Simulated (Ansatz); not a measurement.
# CH₉NOSi₂: one species, many methods

An exercise on one series of results from a longer session: the logs are not shown, and one member is left open.

The runs use Ansatz 0.2.0, Gaussian basis; functionals in def2-TZVPP, the program's frozen cores in correlated methods.

Plan: PBE-D4, r2SCAN-D4, PBE0-D4, B3LYP-D4, ωB97X-V, ωB97M-V, B2PLYP; CCSD(T)/def2-TZVPP; MP2/def2-QZVPP; extrapolation to the limit.

### Structure used throughout

All runs share one geometry, relaxed beforehand with PBE0-D4 in a triple-zeta def2 set.

SMILES `CO[SiH](N)[SiH3]`, 14 atoms, charge 0, spin multiplicity 1.

Atoms are counted from 1 here; the program's logs count them from 0.

Bond lengths: C1–O2 1.407 Å, C1–H6 1.097 Å, C1–H7 1.092 Å, C1–H8 1.096 Å, O2–Si3 1.652 Å, Si3–N4 1.704 Å, Si3–Si5 2.347 Å, Si3–H9 1.492 Å, N4–H10 1.007 Å, N4–H11 1.007 Å, Si5–H12 1.488 Å, Si5–H13 1.491 Å, Si5–H14 1.490 Å. Angles: O2–C1–H6 111.7°, O2–C1–H7 108.4°, O2–C1–H8 111.7°, H6–C1–H7 108.4°, H6–C1–H8 108.3°, H7–C1–H8 108.3°, C1–O2–Si3 122.7°, O2–Si3–N4 112.1°, O2–Si3–Si5 110.3°, O2–Si3–H9 107.4°, N4–Si3–Si5 107.5°, N4–Si3–H9 107.8°, Si5–Si3–H9 111.7°, Si3–N4–H10 120.9°, Si3–N4–H11 120.8°, H10–N4–H11 111.4°, Si3–Si5–H12 111.2°, Si3–Si5–H13 110.0° and more.

The first run:

Contents of in.yaml:

```yaml
crystal:
  periodic: [false, false, false]
  atoms:
    - {symbol: C, position_ang: [0.099076, 1.816655, 1.328214]}
    - {symbol: O, position_ang: [-0.740611, 1.049587, 0.499877]}
    - {symbol: Si, position_ang: [-0.161261, 0.092169, -0.715282]}
    - {symbol: N, position_ang: [-1.402525, -0.464080, -1.742093]}
    - {symbol: Si, position_ang: [0.913035, -1.794478, 0.176988]}
    - {symbol: H, position_ang: [0.773659, 2.453338, 0.742341]}
    - {symbol: H, position_ang: [-0.526005, 2.458901, 1.951342]}
    - {symbol: H, position_ang: [0.706946, 1.184070, 1.985880]}
    - {symbol: H, position_ang: [0.769940, 0.923662, -1.532921]}
    - {symbol: H, position_ang: [-1.857457, 0.159931, -2.388970]}
    - {symbol: H, position_ang: [-2.019168, -1.204871, -1.451855]}
    - {symbol: H, position_ang: [1.800983, -2.435868, -0.830755]}
    - {symbol: H, position_ang: [-0.098471, -2.799122, 0.613785]}
    - {symbol: H, position_ang: [1.741858, -1.439924, 1.363461]}
basis:
  gaussian: {orbitals: def2-TZVPP}
hamiltonian: {xc: pbe, dispersion: d4}
output: {forces: true, orbitals: {seedname: orbitals}}
```

Command:

```bash
ansatz run in.yaml --threads 2 --pin off --events-out ev --progress --plain --max-ram 22528MiB --backend cuda --devices 0, --max-vram 18GiB
```

Steps of the session up to this table: PBE-D4 (GGA); r2SCAN-D4 (meta-GGA); PBE0-D4 (hybrid); B3LYP-D4 (hybrid); ωB97X-V (range-separated); ωB97M-V (range-separated); B2PLYP (double hybrid); CCSD(T) in def2-TZVPP; MP2 in def2-QZVPP.

One of the session's tables, all rows but one given; the rest of the session is left out.

| method | atomisation energy (kcal/mol) |
| --- | --- |
| PBE-D4 | 1158.8 |
| r2SCAN-D4 | 1149.5 |
| PBE0-D4 | 1143.5 |
| B3LYP-D4 | 1153.5 |
| ωB97X-V | 1159.0 |
| ωB97M-V | 1154.7 |
| B2PLYP | 1138.0 |
| HF/def2-TZVPP | 836.8 |
| MP2/def2-TZVPP | 1127.3 |
| CCSD/def2-TZVPP | 1107.5 |
| CCSD(T)/def2-TZVPP | 1121.3 |
| MP2/CBS | 1160.0 |
| CCSD(T)/CBS | ? |

Estimate the missing values for CCSD(T)/CBS.

As computed: atomisation energy (kcal/mol): 1154.0. In the column «atomisation energy (kcal/mol)» it lies between B3LYP-D4 (1153.5) and ωB97M-V (1154.7).

To keep in mind: Free atoms (1 C, 1 O, 2 Si, 1 N, 9 H) were run apart at each level; the atomisation energy is their sum less the molecule, without zero-point or spin-orbit terms.
